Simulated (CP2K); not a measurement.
A run of CP2K 2026.2:

agrh_scf.inp

```
&GLOBAL
  PROJECT agrh_scf
  RUN_TYPE ENERGY_FORCE
  PRINT_LEVEL LOW
&END GLOBAL
&FORCE_EVAL
  METHOD QS
  STRESS_TENSOR ANALYTICAL
  &DFT
    BASIS_SET_FILE_NAME BASIS_MOLOPT_UZH
    POTENTIAL_FILE_NAME POTENTIAL_UZH
    &MGRID
      CUTOFF 450
      REL_CUTOFF 60
      NGRIDS 5
    &END MGRID
    &QS
      METHOD GPW
      EPS_DEFAULT 1.0E-10
    &END QS
    &KPOINTS
      SCHEME MONKHORST-PACK 11 11 6
      GAMMA_CENTERED T
      SYMMETRY T
      SYMMETRY_BACKEND SPGLIB
    &END KPOINTS
    &SCF
      SCF_GUESS ATOMIC
      EPS_SCF 1.0E-6
      MAX_SCF 100
      ADDED_MOS 16
      CHOLESKY OFF
      EPS_EIGVAL 1.0E-7
      &DIAGONALIZATION ON
        ALGORITHM STANDARD
      &END DIAGONALIZATION
      &MIXING ON
        METHOD BROYDEN_MIXING
        ALPHA 0.4
        BETA 1.5
        NBUFFER 8
      &END MIXING
      &SMEAR ON
        METHOD FERMI_DIRAC
        ELECTRONIC_TEMPERATURE 580.23
      &END SMEAR
    &END SCF
    &XC
      &XC_FUNCTIONAL
        &GGA_X_PBE
        &END GGA_X_PBE
        &GGA_C_PBE
        &END GGA_C_PBE
      &END XC_FUNCTIONAL
    &END XC
    &PRINT
      &KPOINTS ON
      &END KPOINTS
      &MULLIKEN ON
      &END MULLIKEN
      &MO ON
        ENERGIES T
        OCCUPATION_NUMBERS T
        &EACH
          QS_SCF 0
        &END EACH
        ADD_LAST NUMERIC
      &END MO
      &LOWDIN ON
      &END LOWDIN
      &HIRSHFELD ON
        SHAPE_FUNCTION DENSITY
      &END HIRSHFELD
      &E_DENSITY_CUBE ON
        STRIDE 1
      &END E_DENSITY_CUBE
      &V_HARTREE_CUBE ON
        STRIDE 1
      &END V_HARTREE_CUBE
      &ELF_CUBE ON
        STRIDE 1
      &END ELF_CUBE
    &END PRINT
  &END DFT
  &SUBSYS
    &CELL
      A 2.7775881998 0.0000000000 0.0000000000
      B -1.3887940999 2.4054619423 0.0000000000
      C 0.0000000000 0.0000000000 4.8086020000
      PERIODIC XYZ
    &END CELL
    &COORD
      SCALED
      Ag  0.0000000000 0.0000000000 0.5000000000
      Rh  0.6666666667 0.3333333333 0.0000000000
    &END COORD
    &KIND Ag
      BASIS_SET TZVP-MOLOPT-PBE-GTH-q11
      POTENTIAL GTH-PBE-q11
    &END KIND
    &KIND Rh
      BASIS_SET TZVP-MOLOPT-PBE-GTH-q17
      POTENTIAL GTH-PBE-q17
    &END KIND
    &PRINT
      &ATOMIC_COORDINATES ON
      &END ATOMIC_COORDINATES
      &CELL ON
      &END CELL
    &END PRINT
  &END SUBSYS
  &PRINT
    &FORCES ON
    &END FORCES
    &STRESS_TENSOR ON
    &END STRESS_TENSOR
  &END PRINT
&END FORCE_EVAL
```

Potentials or basis: POTENTIAL_UZH Ag GTH-PBE-q11, Rh GTH-PBE-q17; TZVP-MOLOPT-PBE-GTH basis.

Command:

```console
$ OMP_NUM_THREADS=1 cp2k.psmp -i agrh_scf.inp -o agrh_scf.out
```

Hardware: 1 thread of Arm Neoverse V2 (shared host).

**Question.** How long does it take, and how much memory?

**Answer.** Run time: 3 min on 1 thread of Arm Neoverse V2, with other jobs on the host, peak memory 0.43 GiB. Counts: scf iterations 14, k points 64, basis 69, bands 30, force evaluations 1.
